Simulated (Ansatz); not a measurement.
**CH6BCl2N (SMILES C[B-]([NH3+])(Cl)Cl): levels of theory compared**

Aim: a comparison of 6 runs (HF/STO-3G, HF/3-21G, HF/6-31G, HF/def2-SVP, B3LYP/6-31G*, PBE0/def2-SVP) of CH6BCl2N. 

The results are computed with Ansatz 0.2.0.

1 further run of the same task is left out (it didn't finish).

### Step 1. Starting point

CH6BCl2N: 11 atoms, total charge 0, spin state singlet. As SMILES, `C[B-]([NH3+])(Cl)Cl`. The shape is that of a PBE0-D4/def2-TZVP optimisation.

Bond lengths: C1–B2 1.585 Å, B2–N3 1.625 Å, B2–Cl4 1.853 Å, B2–Cl5 1.853 Å, C1–H6 1.092 Å, C1–H7 1.095 Å, C1–H8 1.095 Å, N3–H9 1.017 Å, N3–H10 1.017 Å, N3–H11 1.017 Å. Some angles: C1–B2–N3 109.8°, C1–B2–Cl4 113.8°, C1–B2–Cl5 113.8°, N3–B2–Cl4 103.0°, N3–B2–Cl5 103.0°, Cl4–B2–Cl5 112.2°, B2–C1–H6 109.7°, B2–C1–H7 112.3°, B2–C1–H8 112.3°, B2–N3–H9 109.0°.

### Step 2. Energy and forces at HF/STO-3G (run 1)

input.yaml reads:

```yaml
basis:
  gaussian:
    orbitals: STO-3G
crystal:
  periodic: [false, false, false]
  atoms:
    - {symbol: C, position_ang: [-1.212400, 0.255400, 0.570800]}
    - {symbol: B, position_ang: [0.011000, 0.415500, -0.424800]}
    - {symbol: "N", position_ang: [1.148000, -0.694800, -0.083500]}
    - {symbol: Cl, position_ang: [-0.410800, 0.052000, -2.192200]}
    - {symbol: Cl, position_ang: [0.922500, 2.018000, -0.237700]}
    - {symbol: H, position_ang: [-1.975200, 1.001600, 0.340500]}
    - {symbol: H, position_ang: [-0.920400, 0.409200, 1.615300]}
    - {symbol: H, position_ang: [-1.690500, -0.726400, 0.486300]}
    - {symbol: H, position_ang: [1.926300, -0.581300, -0.728700]}
    - {symbol: H, position_ang: [1.493500, -0.572200, 0.865000]}
    - {symbol: H, position_ang: [0.773300, -1.634100, -0.190600]}
hamiltonian:
  xc: hf
accuracy: high
output: {forces: true, orbitals: {seedname: orbitals}}
```

Command:

```bash
ansatz run input.yaml --threads 1 --pin off --max-ram 2610MiB --events-out events.jsonl --progress --plain --runs-dir runs
```

What it wrote, shortened:

```text
Warning: RAYON_NUM_THREADS=1 ignored (pool sized by the plan → 1); use --threads N
Functional definition: HF
  name "HF"
[...]
819 factors; integrals over basis functions are off by at most 4.9e-9 eV
[...]
mean field -27981.73492413 eV, -1028.3097917605 hartree, gradient 1.1e-8 eV, S^2 0.000000; 0 other end points of the search recorded, 0 dependent functions left out
[...]
reference -27981.73492413 eV, -1028.3097917605 hartree; 29, 29 occupied and 10, 10 virtual orbitals, 819 factors
Total energy: -27981.73492413 eV, -1028.3097917605 hartree
Atom 0 at    -1.212400     0.255400     0.570800 Å, force    -0.696107    -0.084760     0.566064 eV/Å
Atom 1 at     0.011000     0.415500    -0.424800 Å, force    -0.107598     0.271172    -0.197915 eV/Å
Atom 2 at     1.148000    -0.694800    -0.083500 Å, force    -0.658126     0.664523    -0.224593 eV/Å
Atom 3 at    -0.410800     0.052000    -2.192200 Å, force    -0.087396    -0.123747    -0.286960 eV/Å
Atom 4 at     0.922500     2.018000    -0.237700 Å, force     0.171670     0.258680     0.093221 eV/Å
Atom 5 at    -1.975200     1.001600     0.340500 Å, force     0.263202    -0.249573     0.071758 eV/Å
Atom 6 at    -0.920400     0.409200     1.615300 Å, force    -0.103987    -0.129834    -0.436078 eV/Å
Atom 7 at    -1.690500    -0.726400     0.486300 Å, force     0.245032     0.383416     0.078429 eV/Å
Atom 8 at     1.926300    -0.581300    -0.728700 Å, force     0.816178    -0.035648    -0.520788 eV/Å
Atom 9 at     1.493500    -0.572200     0.865000 Å, force     0.390234    -0.017890     0.886024 eV/Å
Atom 10 at     0.773300    -1.634100    -0.190600 Å, force    -0.233103    -0.936339    -0.029162 eV/Å
Dipole moment:     0.697544    -1.205087     0.736280 e Å
```

Wall time 0.82 s (1 thread of AMD EPYC 9R45 (Zen 5), shared host); peak memory 0.11 GiB.

### Step 3. Energy and forces at HF/3-21G (run 2)

molecule.yaml reads:

```yaml
crystal:
  periodic: [false, false, false]
  atoms:
    - {symbol: C, position_ang: [-1.212400, 0.255400, 0.570800]}
    - {symbol: B, position_ang: [0.011000, 0.415500, -0.424800]}
    - {symbol: "N", position_ang: [1.148000, -0.694800, -0.083500]}
    - {symbol: Cl, position_ang: [-0.410800, 0.052000, -2.192200]}
    - {symbol: Cl, position_ang: [0.922500, 2.018000, -0.237700]}
    - {symbol: H, position_ang: [-1.975200, 1.001600, 0.340500]}
    - {symbol: H, position_ang: [-0.920400, 0.409200, 1.615300]}
    - {symbol: H, position_ang: [-1.690500, -0.726400, 0.486300]}
    - {symbol: H, position_ang: [1.926300, -0.581300, -0.728700]}
    - {symbol: H, position_ang: [1.493500, -0.572200, 0.865000]}
    - {symbol: H, position_ang: [0.773300, -1.634100, -0.190600]}
basis:
  gaussian:
    orbitals: 3-21G.json
hamiltonian:
  xc: hf
accuracy: high
output: {forces: true, orbitals: {seedname: orbitals}}
```

The basis set 3-21G is read from a file made from the Basis Set Exchange's data (not shown).

Command:

```bash
ansatz run molecule.yaml --threads 1 --pin off --max-ram 2610MiB --events-out events.jsonl --progress --plain --runs-dir runs
```

What it wrote, shortened:

```text
Warning: RAYON_NUM_THREADS=1 ignored (pool sized by the plan → 1); use --threads N
[... 2 set-up lines as earlier in the session ...]
[...]
1596 factors; integrals over basis functions are off by at most 1.0e-8 eV
[...]
mean field -28151.75619872 eV, -1034.5579583571 hartree, gradient 1.6e-8 eV, S^2 0.000000; 0 other end points of the search recorded, 0 dependent functions left out
[...]
reference -28151.75619872 eV, -1034.5579583571 hartree; 29, 29 occupied and 36, 36 virtual orbitals, 1596 factors
Total energy: -28151.75619872 eV, -1034.5579583571 hartree
Atom 0 at    -1.212400     0.255400     0.570800 Å, force    -0.352868     0.011162     0.233817 eV/Å
Atom 1 at     0.011000     0.415500    -0.424800 Å, force    -0.531856    -0.453527     0.820122 eV/Å
Atom 2 at     1.148000    -0.694800    -0.083500 Å, force     0.620902    -0.580567     0.156612 eV/Å
Atom 3 at    -0.410800     0.052000    -2.192200 Å, force    -0.323023    -0.228528    -1.166462 eV/Å
Atom 4 at     0.922500     2.018000    -0.237700 Å, force     0.567137     1.084463     0.138710 eV/Å
Atom 5 at    -1.975200     1.001600     0.340500 Å, force     0.149467    -0.153207     0.052429 eV/Å
Atom 6 at    -0.920400     0.409200     1.615300 Å, force    -0.041087    -0.046918    -0.226769 eV/Å
Atom 7 at    -1.690500    -0.726400     0.486300 Å, force     0.123611     0.194858     0.016879 eV/Å
Atom 8 at     1.926300    -0.581300    -0.728700 Å, force    -0.071955     0.005161     0.044077 eV/Å
Atom 9 at     1.493500    -0.572200     0.865000 Å, force    -0.110973     0.023233    -0.093949 eV/Å
Atom 10 at     0.773300    -1.634100    -0.190600 Å, force    -0.029355     0.143871     0.024533 eV/Å
Dipole moment:     0.645035    -1.187930     0.754817 e Å
```

Run time: 1.2 s. Hardware: 1 thread of AMD EPYC 9R45 (Zen 5), shared host; peak memory 0.18 GiB.

Runs 3 to 4 aren't shown in full; the table further down has their settings and results.

### Step 4. Energy and gradient at B3LYP/6-31G(d) (spherical functions) (run 5)

Edit input.yaml of step 2 so:

```diff
@@ -1,4 +1 @@
-basis:
-  gaussian:
-    orbitals: STO-3G
 crystal:
@@ -17,4 +14,7 @@
     - {symbol: H, position_ang: [0.773300, -1.634100, -0.190600]}
+basis:
+  gaussian:
+    orbitals: 6-31G_st_-spherical.json
 hamiltonian:
-  xc: hf
+  xc: {name: B3LYP}
 accuracy: high
```

The basis set 6-31G* is read from a file made from the Basis Set Exchange's data (not shown).

Command:

```bash
ansatz run input.yaml --threads 1 --pin off --max-ram 2610MiB --events-out events.jsonl --progress --plain --runs-dir runs
```

What it wrote:

```text
Warning: RAYON_NUM_THREADS=1 ignored (pool sized by the plan → 1); use --threads N
[... 16 lines left out ...]
Total energy: -28349.62445083 eV, -1041.8294825023 hartree
[... 11 lines left out ...]
Dipole moment:     0.599334    -1.020097     0.617185 e Å
```

Run time: 7.2 s. Hardware: 1 thread of AMD EPYC 9R45 (Zen 5), shared host; peak memory 0.36 GiB.

### Step 5. Energy and forces at PBE0/def2-SVP (run 6)

job.yaml reads:

```yaml
crystal:
  periodic: [false, false, false]
  atoms:
    - {symbol: C, position_ang: [-1.212400, 0.255400, 0.570800]}
    - {symbol: B, position_ang: [0.011000, 0.415500, -0.424800]}
    - {symbol: "N", position_ang: [1.148000, -0.694800, -0.083500]}
    - {symbol: Cl, position_ang: [-0.410800, 0.052000, -2.192200]}
    - {symbol: Cl, position_ang: [0.922500, 2.018000, -0.237700]}
    - {symbol: H, position_ang: [-1.975200, 1.001600, 0.340500]}
    - {symbol: H, position_ang: [-0.920400, 0.409200, 1.615300]}
    - {symbol: H, position_ang: [-1.690500, -0.726400, 0.486300]}
    - {symbol: H, position_ang: [1.926300, -0.581300, -0.728700]}
    - {symbol: H, position_ang: [1.493500, -0.572200, 0.865000]}
    - {symbol: H, position_ang: [0.773300, -1.634100, -0.190600]}
basis:
  gaussian:
    orbitals: def2-SVP
hamiltonian:
  xc: {name: PBE0}
accuracy: high
output: {forces: true, orbitals: {seedname: orbitals}}
```

Command:

```bash
ansatz run job.yaml --threads 1 --pin off --max-ram 2610MiB --events-out events.jsonl --progress --plain --runs-dir runs
```

What it wrote:

```text
Warning: RAYON_NUM_THREADS=1 ignored (pool sized by the plan → 1); use --threads N
[... 16 lines left out ...]
Total energy: -28327.69746092 eV, -1041.0236804856 hartree
[... 11 lines left out ...]
Dipole moment:     0.617144    -0.984516     0.569251 e Å
```

Wall time 7.8 s (1 thread of AMD EPYC 9R45 (Zen 5), shared host); peak memory 0.46 GiB.

### Step 6. All runs side by side

```tsv
run	level	energy (Eh)	dipole moment (D)	HOMO energy (eV)	LUMO energy (eV)	wall time
1	HF/STO-3G	-1028.309792	7.57	-9.01	12.25	0.82 s
2	HF/3-21G	-1034.557958	7.44	-11.05	5.00	1.2 s
3	HF/6-31G	-1039.498186	7.20	-11.07	4.06	2.5 s
4	HF/def2-SVP	-1039.244282	6.52	-10.81	3.37	4.2 s
5	B3LYP/6-31G* (spherical functions)	-1041.829483	6.41	-7.34	0.47	7.2 s
6	PBE0/def2-SVP	-1041.023680	6.21	-7.50	0.41	7.8 s
```

### Step 7. Results

```
                       quantity           value
            run 6: total energy  -1041.02368 Eh
           run 6: dipole moment          6.21 D
             run 6: HOMO energy        -7.50 eV
             run 6: LUMO energy         0.41 eV
           run 6: HOMO–LUMO gap         7.91 eV
run 6: largest force on an atom      0.296 eV/Å
```

The dipole moment (its size) runs from 6.21 D (PBE0/def2-SVP) to 7.57 D (HF/STO-3G). The two ends differ in method and basis. The HOMO–LUMO gap runs from 7.81 eV (B3LYP/6-31G*) to 21.27 eV (HF/STO-3G). Totals of different functionals can't be ranked against each other. In run 1 the basis is minimal, so the values are rough. All runs together took 24 s, the longest 7.8 s.
